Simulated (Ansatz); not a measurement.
# ZnS: pressure up to the limit of the methods

How does ZnS (zincblende type) answer strong compression? Methods of the runs shown: PAW. Its runs: cell relaxed at zero pressure (PAW); volume scaled by 1 (PAW); volume scaled by 0.94 (PAW); volume scaled by 0.88 (PAW); volume scaled by 0.8 (PAW); volume scaled by 0.72 (PAW); volume scaled by 0.64 (PAW); volume scaled by 0.55 (PAW and PAW (cutoff 600 eV)).

Program: Ansatz 0.2.0. Level of theory: DFT, r2SCAN, PAW with Ansatz's default frozen-core files, scalar-relativistic. These are calculated values, not measurements.

**1. The starting structure**

The structure is cubic, space group F-43m (No. 216). The conventional cell has a = 5.371 Å, b = 5.371 Å, c = 5.371 Å, α = 90.00°, β = 90.00°, γ = 90.00°. Zn (site symmetry -43m) is surrounded by 4 S at 2.33 Å. S (site symmetry -43m) has 4 Zn at 2.33 Å as nearest neighbours.

As a file:

```xyz
2
Lattice="0.0000 2.6856 2.6856 2.6856 0.0000 2.6856 2.6856 2.6856 0.0000" Properties=species:S:1:pos:R:3 pbc="T T T"
Zn    0.0000    0.0000    0.0000
S     1.3428    1.3428    1.3428
```

Whether this phase is the stable one at these pressures isn't tested.

Atoms are numbered in the order of the input: Zn1, S2.

**2. Cell relaxed at zero pressure, PAW**

Input file input.yaml:

```yaml
crystal:
  lattice:
    - [0.0, 2.6855547637, 2.6855547637]
    - [2.6855547637, 0.0, 2.6855547637]
    - [2.6855547637, 2.6855547637, 0.0]
  atoms:
    - { symbol: Zn, position: [0.0, 0.0, 0.0] }
    - { symbol: S, position: [0.25, 0.25, 0.25] }
kpoints:
  mp_grid: { grid: [12, 12, 12] }
scf:
  occupations: { method: fermi_dirac, width: 0.05 }
hamiltonian:
  xc: r2scan
  pseudopotentials: { kind: paw }
output:
  forces: true
  stress: true
relax:
  f_tol: 0.005
  max_steps: 40
  cell: {}
```

The run is started by

```sh
$ ansatz run input.yaml --threads 1 --pin off --max-ram 2048MiB --backend cpu --events-out ev --progress --plain --runs-dir out
```

Further steps of the session: Volume scaled by 1, PAW; Volume scaled by 0.94, PAW; Volume scaled by 0.88, PAW; Volume scaled by 0.8, PAW; Volume scaled by 0.72, PAW; Volume scaled by 0.64, PAW; Volume scaled by 0.55, PAW; Volume scaled by 0.55, PAW (cutoff 600 eV).

Q: Predict the outcome of this session. Wanted: PAW pressure at 0.55 of the volume; fitted bulk modulus at zero pressure.

**Answer**, as computed:

```
                                          quantity      value
                PAW pressure at 0.55 of the volume  172.6 GPa
PAW (cutoff 600 eV) pressure at 0.55 of the volume  172.6 GPa
        fitted bulk modulus at zero pressure (PAW)     80 GPa
                           its pressure derivative       4.25
```

**Reading.** By PAW the pressure climbs to 173 GPa at 0.55 of the first volume. One third-order Birch-Murnaghan curve follows these points (B₀ = 80 GPa, B′ = 4.25, misfit at most 0.13 GPa). A fit over so wide a range leans to the high pressures, so B₀ can be off by several per cent. The gap goes from 2.70 to 1.71 eV. No all-electron run checks these rows here, and frozen cores can fail under such compression. The ions are at rest, and the electrons smeared by 0.05 eV.

The gaps are Kohn-Sham values of a semilocal functional, not quasiparticle or optical gaps. Such gaps usually fall short of the measured ones.
